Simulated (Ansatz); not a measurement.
# SbPt: response to strain

SbPt is deformed so: equal xx and yy strain of +2 %. What stress and forces result, by LAPW, PAW and all-electron datasets made for the crystal?

Program: Ansatz 0.2.0. Level of theory: DFT LDA, scalar-relativistic. These are calculated values, not measurements.

### 1 The system as given

The structure is hexagonal, space group P6_3/mmc (No. 194). Conventional cell: a = 4.130 Å, b = 4.130 Å, c = 5.472 Å, α = 90.00°, β = 90.00°, γ = 120.00°. Sb (site symmetry -6m2) is surrounded by 6 Pt at 2.75 Å. Pt (site symmetry -3m) has 2 Pt at 2.74 Å and 6 Sb at 2.75 Å in its first shell of neighbours.

As a file:

```xyz
4
Lattice="4.1300 0.0000 0.0000 -2.0650 3.5767 0.0000 0.0000 0.0000 5.4720" Properties=species:S:1:pos:R:3 pbc="T T T"
Sb    0.0000    2.3845    1.3680
Sb    2.0650    1.1922    4.1040
Pt    0.0000    0.0000    0.0000
Pt    0.0000    0.0000    2.7360
```

Atoms are numbered in the order of the input: Sb1, Sb2, Pt3, Pt4.

### 2 The deformed structure

Space group P6_3/mmc before, P6_3/mmc after.

### 3 Full-potential LAPW

input.yaml

```yaml
crystal:
  lattice:
    - [4.212597828, 0.0, 0.0]
    - [-2.106298914, 3.648216735, 0.0]
    - [0.0, 0.0, 5.472]
  atoms:
    - { symbol: Sb, position: [0.3333333333, 0.6666666667, 0.25] }
    - { symbol: Sb, position: [0.6666666667, 0.3333333333, 0.75] }
    - { symbol: Pt, position: [0.0, 0.0, 0.0] }
    - { symbol: Pt, position: [0.0, 0.0, 0.5] }
kpoints:
  mp_grid: { grid: [11, 11, 8] }
  band_path:
    path:
      - [0.0, 0.0, 0.0]
      - [0.5, 0.0, 0.0]
      - [0.3333333333, 0.3333333333, 0.0]
      - [0.0, 0.0, 0.0]
      - [0.0, 0.0, 0.5]
      - [0.5, 0.0, 0.5]
      - [0.3333333333, 0.3333333333, 0.5]
      - [0.0, 0.0, 0.5]
      - [0.5, 0.0, 0.5]
    npoints: 5
scf:
  occupations: { method: fermi_dirac, width: 0.08 }
hamiltonian:
  xc: lda
  pseudopotentials: { kind: all_electron, lapw: { basis_error: 0.0005 } }
output:
  forces: true
  stress: true
  eigenvalues: true
```

Run with:

```bash
$ ansatz run input.yaml --threads 1 --pin off --max-ram 4096MiB --backend cpu --events-out ev --progress --plain --runs-dir out
```

### 4 Frozen-core PAW

input.yaml

```yaml
crystal:
  lattice:
    - [4.212597828, 0.0, 0.0]
    - [-2.106298914, 3.648216735, 0.0]
    - [0.0, 0.0, 5.472]
  atoms:
    - { symbol: Sb, position: [0.3333333333, 0.6666666667, 0.25] }
    - { symbol: Sb, position: [0.6666666667, 0.3333333333, 0.75] }
    - { symbol: Pt, position: [0.0, 0.0, 0.0] }
    - { symbol: Pt, position: [0.0, 0.0, 0.5] }
kpoints:
  mp_grid: { grid: [11, 11, 8] }
scf:
  occupations: { method: fermi_dirac, width: 0.08 }
hamiltonian:
  xc: lda
  pseudopotentials: { kind: paw }
output:
  forces: true
  stress: true
  eigenvalues: true
  efg: { contact_densities: true }
```

### 5 Datasets made for this crystal

Changes to input.yaml since step 4:

```diff
@@ -16,3 +16,3 @@
   xc: lda
-  pseudopotentials: { kind: paw }
+  pseudopotentials: { kind: all_electron, datasets: crystal }
 output:
```

(Steps that only read results are left out.)

**Question.** What will these runs give? Wanted: pressure; largest shear or deviatoric stress.

The runs gave:

```
                                 quantity                                              value
                                 pressure  LAPW -5.21, PAW -5.24, crystal datasets -5.21 GPa
largest shear or deviatoric stress (LAPW)                                           0.39 GPa
```

In words: The largest part of the stress beyond the pressure is 0.39 GPa in size, in the zz component; the atoms are carried along and not relaxed. No run of the undeformed cell stands beside it, so pressure and stress hold what the given cell had before the change, as far as its symmetry allows. PAW: stress within 0.04 GPa of LAPW. Crystal datasets: stress within 0.01 GPa of LAPW. Spin-orbit coupling is left out, though the cell holds Pt; in elements this heavy it can shift bands and gaps by tenths of an eV.
